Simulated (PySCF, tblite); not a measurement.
**C₆H₅F₂N: geometry, infrared bands and NMR shifts**

Aim: predict the infrared bands and NMR shifts of C₆H₅F₂N (`C=CC/C(F)=C(/F)C#N`).

Programs: tblite 0.8.0 and PySCF 2.14.0, with density-fitted response routines of our own. Each step states its level of theory. These are calculated values for one molecule in the gas phase, unless marked as measured. Atoms are numbered from 0 throughout.

## 1. The molecule as given

14 atoms, charge 0, multiplicity 1; geometry from: force field or distance geometry start.

Bonds of the start (Å): C0–C1 1.34, C1–C2 1.51, C2–C3 1.51, C3–F4 1.36, C3–C5 1.33, C5–F6 1.36, C5–C7 1.41, C7–N8 1.17, C0–H9 1.10, C0–H10 1.08, C1–H11 1.09, C2–H12 1.08, C2–H13 1.09.

## 2. Optimising the geometry with GFN2-xTB

What the job is given:

```
{"job": {"kind": "relax", "xc": "GFN2-xTB", "basis": "xTB"}, "charge": 0, "multiplicity": 1}
C     -1.794800    -1.250900     0.475700
C     -1.109300    -0.218700     0.972600
C      0.399200    -0.104900     0.910300
C      0.802400     1.087500     0.067200
F      0.827100     2.285600     0.700200
C      1.164200     1.043000    -1.215800
F      1.531100     2.202700    -1.820200
C      1.198400    -0.136600    -1.990400
N      1.215700    -1.127200    -2.611500
H     -2.889600    -1.282300     0.572600
H     -1.326200    -2.076400    -0.041700
H     -1.642200     0.573600     1.495000
H      0.835600    -1.027300     0.544600
H      0.787500     0.031400     1.919200
```

Run with:

```sh
$ OMP_NUM_THREADS=1 python probes_run.py task.json out
```

The driver reads the jobs from task.json and runs them one after another.

**Question.** This job is followed by: GFN2-xTB harmonic vibrations, gas phase; GIAO PBE0/pcSseg-1 NMR shielding, non-relativistic, gas phase. What will the session give for the following? strongest single infrared mode (GFN2-xTB); zero-point energy (GFN2-xTB); ¹³C shifts against TMS (PBE0/pcSseg-1); ¹H shifts against TMS (PBE0/pcSseg-1, means over atoms taken as alike); ¹⁹F shifts against CFCl3 (PBE0/pcSseg-1); ¹⁵N shifts against NH3 (PBE0/pcSseg-1).

The runs gave:

| quantity | value |
| --- | --- |
| strongest single infrared mode (GFN2-xTB) | 2373 cm⁻¹, 145 km/mol |
| zero-point energy (GFN2-xTB) | 59.0 kcal/mol |
| ¹³C shifts against TMS (PBE0/pcSseg-1) | 174.6, 139.6, 131.2, 128.4, 117.3, 40.2 ppm |
| ¹H shifts against TMS (PBE0/pcSseg-1, means over atoms taken as alike) | 6.34, 5.88, 5.66, 3.28 ppm |
| ¹⁹F shifts against CFCl3 (PBE0/pcSseg-1) | -101.7, -170.4 ppm |
| ¹⁵N shifts against NH3 (PBE0/pcSseg-1) | 340.5 ppm |

What this shows: Relaxing lowered the energy by 0.117 eV in 71 steps; the close pair that moved most is C7–N8, from 1.169 to 1.146 Å. No mode is imaginary among the 36: a minimum at this level. The strongest single mode, at 2373 cm⁻¹, moves mainly C7 and N8. Unscaled tight-binding wavenumbers are off by several per cent, some by more. Its intensities can rank the bands wrongly. The most deshielded hydrogen is H11 (hydrogen on an alkene CH), at 6.34 ppm: a vinylic proton, deshielded by the sp2 carbon and the C=C anisotropy. At PBE0/pcSseg-1: The largest span, 444 ppm, is at N8, where the paramagnetic term is -412 ppm.
